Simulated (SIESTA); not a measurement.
The system is NiMoIrPdW.

```
CELL_PARAMETERS angstrom
2.76616 0.00000 0.00000
-1.38308 2.39557 0.00000
0.00000 0.00000 11.02292
ATOMIC_POSITIONS crystal
Ni 0.33333 0.66667 0.59712
Mo 0.00000 0.00000 0.41074
Pd 0.66667 0.33333 0.79520
Ir 0.66667 0.33333 0.19960
W 0.33333 0.66667 0.99734
```

The cell was built by a generator and needn't be a form met in nature.

- Program: SIESTA 5.4.2
- Task: single point
- Functional: PBE
- Potentials or basis: PseudoDojo 0.4 standard (PBE files)
- Basis: DZP (energy shift 0.003 Ry; two zetas on semicore shells)
- Grid cutoff: 800 Ry
- Energy shift: 0.003 Ry
- k mesh: 11 × 11 × 3
- Occupations: fermi-dirac, width 0.05 eV
- Spin: collinear spin, ferromagnetic start
- Starting moments: [1.0, 1.0, 0.0, 0.6, 0.0] μB

On this cell: pressure 2.2 GPa; largest force 0.345 eV/Å; net moment 0.00 μB per cell; band gap on the k mesh none (metal or under the smearing width).

The same run follows on a disturbed copy (atoms moved at random, drawn with an rms of 0.05 Å):

```xyz
5
Lattice="2.7662 0.0000 0.0000 -1.3831 2.3956 0.0000 0.0000 0.0000 11.0229" Properties=species:S:1:pos:R:3 pbc="T T T"
Ni   -0.0218    1.5799    6.5773
Mo    0.0483    0.0077    4.5040
Pd    1.3894    0.8121    8.7874
Ir    1.3827    0.8304    2.1810
W     0.0053    1.5781   10.9919
```

**Question.** What changes?

**Answer.** The energy (extrapolated to zero smearing) moves by +5.7 meV/atom; pressure 3.0 GPa; largest force 0.651 eV/Å; net moment 0.00 μB per cell; band gap on the k mesh none (metal or under the smearing width).

Forces on the atoms (eV/Å):
```
Ni   0.075  0.049  0.048
Mo  -0.157  0.003  0.118
Pd  -0.008 -0.099 -0.644
Ir   0.082 -0.199  0.333
W    0.010  0.246  0.145
```

Stress tensor (GPa, compression positive):
```
 3.28 -0.21 -0.12
-0.21  2.80 -0.28
-0.12 -0.28  2.88
```

Caveats: short orbitals over semicore shells can move pressures by several GPa; the valence orbitals were made in a potential fitted to the semicore shell under them, which widens gaps by tenths of an eV or more; the basis of atomic orbitals isn't converged, which shifts pressures, moduli and gaps.
